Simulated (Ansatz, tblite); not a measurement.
# The cluster Bi3S3+: a ladder of methods and basis sets

Aim: run the singlet of the cluster Bi3S3+ at one geometry on many levels, and compare frontier levels, spin and run time.

The runs use Ansatz 0.2.0, Gaussian basis; as each input shows.

Levels to be run: GFN1-xTB, GFN2-xTB, PBE-D4/def2-TZVP, r2SCAN-D4/def2-TZVP, PBE-QIDH/def2-TZVP, CAM-B3LYP-D4/def2-TZVP, BLYP-D4/def2-TZVP, PBE-D4/def2-SVP, PBE0-D4/def2-SVP, CCSD(T)/def2-SVP, MP2/def2-TZVP.

2 further runs of the same task are left out: 2 set aside as unsound or not needed.

### Step 1. The structure

The singlet was relaxed beforehand with PBE-D4/def2-SVP. At that level it is the lowest of the isomers that a small search found.

6 atoms, charge 1, spin multiplicity 1.

Bond lengths: Bi1–S4 2.707 Å, Bi1–S6 2.540 Å, Bi2–S4 2.760 Å, Bi2–S5 2.570 Å, Bi2–S6 2.570 Å, Bi3–S4 2.707 Å, Bi3–S5 2.540 Å. Angles: S4–Bi1–S6 89.4°, S4–Bi2–S5 87.6°, S4–Bi2–S6 87.6°, S5–Bi2–S6 100.8°, S4–Bi3–S5 89.4°, Bi1–S4–Bi2 85.5°, Bi1–S4–Bi3 70.4°, Bi2–S4–Bi3 85.5°, Bi2–S5–Bi3 93.1°, Bi1–S6–Bi2 93.1°.

Geometry (Å):

```xyz
6
charge 1, multiplicity 1
Bi    0.26693   -1.67633   -1.35971
Bi    0.96766    1.54523    0.34030
Bi   -1.64996   -0.99708    1.00700
S     1.05074   -1.08754    1.16313
S    -1.53476    1.53916    0.92725
S     0.89939    0.67655   -2.07797
```

Bi takes a core potential in the def2 sets. No spin-orbit coupling is included. The ion is computed in the gas phase, without counter-ions or solvent.

PBE0-D4/def2-TZVP was run before; its log isn't repeated, and its numbers join the tables.

### Step 2. GFN1-xTB

Tight binding, by tblite at 300 K electronic temperature and without a spin-polarisation term:

```python
tblite.interface.Calculator('GFN1-xTB', numbers, positions, charge=1, uhf=0).singlepoint()
```

Energy -476.3010 eV, HOMO -13.14 eV, LUMO -10.84 eV; 0.008 s.

### Step 3. GFN2-xTB

Tight binding, by tblite at 300 K electronic temperature and without a spin-polarisation term:

```python
tblite.interface.Calculator('GFN2-xTB', numbers, positions, charge=1, uhf=0).singlepoint()
```

Energy -452.9152 eV, HOMO -13.70 eV, LUMO -12.18 eV; 0.008 s.

### Step 4. PBE-D4/def2-TZVP

start.molden holds the orbitals of an earlier run on this state, given as this run's starting guess.

in.yaml reads:

```yaml
crystal:
  periodic: [false, false, false]
  atoms:
    - {symbol: Bi, position_ang: [0.266934, -1.676330, -1.359714]}
    - {symbol: Bi, position_ang: [0.967662, 1.545231, 0.340304]}
    - {symbol: Bi, position_ang: [-1.649957, -0.997076, 1.007004]}
    - {symbol: S, position_ang: [1.050738, -1.087538, 1.163129]}
    - {symbol: S, position_ang: [-1.534762, 1.539165, 0.927247]}
    - {symbol: S, position_ang: [0.899395, 0.676547, -2.077969]}
basis:
  gaussian: {orbitals: def2-TZVP, initial_orbitals: start.molden}
total_charge: 1
hamiltonian: {xc: pbe, dispersion: d4}
scf: {omitted_lower_state_checks: [starts]}
output: {forces: true, orbitals: {seedname: orbitals}}
```

The run is started by

```sh
ansatz run in.yaml --threads 4 --pin off --events-out ev --progress --plain --max-ram 4787MiB
```

The runs that follow: r2SCAN-D4/def2-TZVP; PBE-QIDH/def2-TZVP; CAM-B3LYP-D4/def2-TZVP; BLYP-D4/def2-TZVP; PBE-D4/def2-SVP; PBE0-D4/def2-SVP; CCSD(T)/def2-SVP; MP2/def2-TZVP.

Before running them: what should the planned runs give, taken together? Wanted: gap in def2-TZVP, named functionals, smallest and largest; correlation energy, CCSD(T)/def2-SVP; correlation energy, MP2/def2-TZVP; PBE0 total energy, smallest basis above largest.

**Answer**, as computed:

| quantity | value |
| --- | --- |
| gap in def2-TZVP, named functionals, smallest and largest | 1.53 eV (BLYP-D4), 5.01 eV (CAM-B3LYP-D4) |
| correlation energy, CCSD(T)/def2-SVP | -21.36 eV |
| correlation energy, MP2/def2-TZVP | -49.01 eV |
| PBE0 total energy, smallest basis above largest | 12.03 eV (def2-SVP, def2-TZVP) |

Orbital gaps of the named functionals in def2-TZVP span 1.53 eV (BLYP-D4) to 5.01 eV (CAM-B3LYP-D4); exact exchange widens it.
